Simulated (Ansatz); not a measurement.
# C₂H₄ClNOSi: one species, many methods

The task here is to estimate one member of a computed series from the others.

Method: functionals in def2-TZVPP, the program's frozen cores in correlated methods; program: Ansatz 0.2.0, Gaussian basis.

Levels to be run: LDA (SPW92), PBE-D4, revPBE-D4, BLYP-D4, r2SCAN-D4, B97M-V, PBE0-D4, B3LYP-D4, r2SCANh-D4, r2SCAN0-D4, HSE06-D4, BHLYP-D4, CAM-B3LYP-D4, LC-ωPBE, ωB97X-V, ωB97M-V, B2PLYP, PBE-QIDH; CCSD(T)/def2-SVP; CCSD(T)/def2-TZVPP; MP2/def2-QZVPP; extrapolation to the limit; RPA on PBE.

**The geometry**

The geometry comes from an earlier relaxation with PBE0-D4 in a triple-zeta def2 set; it is a stationary point, not always the lowest conformer.

SMILES `N=C1OC1([SiH3])Cl`, 10 atoms, charge 0, spin multiplicity 1.

Atoms are counted from 1 here; the program's logs count them from 0.

Bond lengths: N1–C2 1.240 Å, N1–H7 1.019 Å, C2–O3 1.344 Å, C2–C4 1.432 Å, O3–C4 1.492 Å, C4–Si5 1.892 Å, C4–Cl6 1.749 Å, Si5–H8 1.480 Å, Si5–H9 1.482 Å, Si5–H10 1.481 Å. Angles: C2–N1–H7 112.0°, N1–C2–O3 143.4°, N1–C2–C4 151.7°, O3–C2–C4 64.9°, C2–O3–C4 60.4°, C2–C4–O3 54.7°, C2–C4–Si5 125.0°, C2–C4–Cl6 118.0°, O3–C4–Si5 115.8°, O3–C4–Cl6 114.4°, Si5–C4–Cl6 114.2°, C4–Si5–H8 107.7°, C4–Si5–H9 107.5°, C4–Si5–H10 107.6°, H8–Si5–H9 111.4°, H8–Si5–H10 111.0°, H9–Si5–H10 111.4°.

The first run:

File in.yaml:

```yaml
crystal:
  periodic: [false, false, false]
  atoms:
    - {symbol: N, position_ang: [-2.026055, -1.318422, 0.208872]}
    - {symbol: C, position_ang: [-1.048473, -0.629772, 0.538643]}
    - {symbol: O, position_ang: [-0.086859, -0.497033, 1.467826]}
    - {symbol: C, position_ang: [-0.160493, 0.475539, 0.338746]}
    - {symbol: Si, position_ang: [1.316944, 0.480175, -0.842916]}
    - {symbol: Cl, position_ang: [-0.718399, 2.068869, 0.794122]}
    - {symbol: H, position_ang: [-2.197021, -2.078798, 0.865053]}
    - {symbol: H, position_ang: [0.911268, 1.203582, -2.069285]}
    - {symbol: H, position_ang: [1.658751, -0.931260, -1.136034]}
    - {symbol: H, position_ang: [2.433437, 1.175920, -0.162127]}
basis:
  gaussian: {orbitals: def2-TZVPP}
hamiltonian: {xc: lda}
output: {orbitals: {seedname: orbitals}}
```

On the command line:

```sh
$ ansatz run in.yaml --threads 4 --pin off --events-out ev --progress --plain --max-ram 10444MiB
```

Among the steps run: LDA; PBE-D4 (GGA); revPBE-D4 (GGA); BLYP-D4 (GGA); r2SCAN-D4 (meta-GGA); B97M-V (meta-GGA); PBE0-D4 (hybrid); B3LYP-D4 (hybrid); r2SCANh-D4 (hybrid); r2SCAN0-D4 (hybrid); HSE06-D4 (hybrid); BHLYP-D4 (hybrid); CAM-B3LYP-D4 (range-separated); LC-ωPBE (range-separated); ωB97X-V (range-separated); ωB97M-V (range-separated); B2PLYP (double hybrid); PBE-QIDH (double hybrid).

One table of the session follows, with a row left open; its other results are not shown here.

It belongs to the step «Frontier levels by functional». 

| functional | HOMO (eV) | gap (eV) |
| --- | --- | --- |
| LDA (SPW92) | -6.86 | 4.97 |
| PBE-D4 | -6.73 | 5.09 |
| revPBE-D4 | -6.67 | 5.12 |
| BLYP-D4 | ? | ? |
| r2SCAN-D4 | -7.04 | 5.58 |
| B97M-V | -7.20 | 5.82 |
| PBE0-D4 | -8.17 | 7.57 |
| B3LYP-D4 | -7.94 | 7.10 |
| r2SCANh-D4 | -7.58 | 6.50 |
| r2SCAN0-D4 | -8.38 | 7.88 |
| HSE06-D4 | -7.77 | 6.79 |
| BHLYP-D4 | -9.53 | 10.10 |
| CAM-B3LYP-D4 | -9.58 | 10.17 |
| LC-ωPBE | -10.91 | 12.71 |
| ωB97X-V | -10.57 | 12.28 |
| ωB97M-V | -10.46 | 12.05 |

**Question.** Estimate the row for BLYP-D4.

Worked estimate for «HOMO (eV)». Against the share of exact exchange, B3LYP-D4 (0.2, -7.94), BHLYP-D4 (0.5, -9.53) give a slope of -5.30 per unit share; at 0 the line stands at -6.88.

As computed: HOMO (eV): -6.62; gap (eV): 5.11. In «HOMO (eV)» the line misses by -0.26.
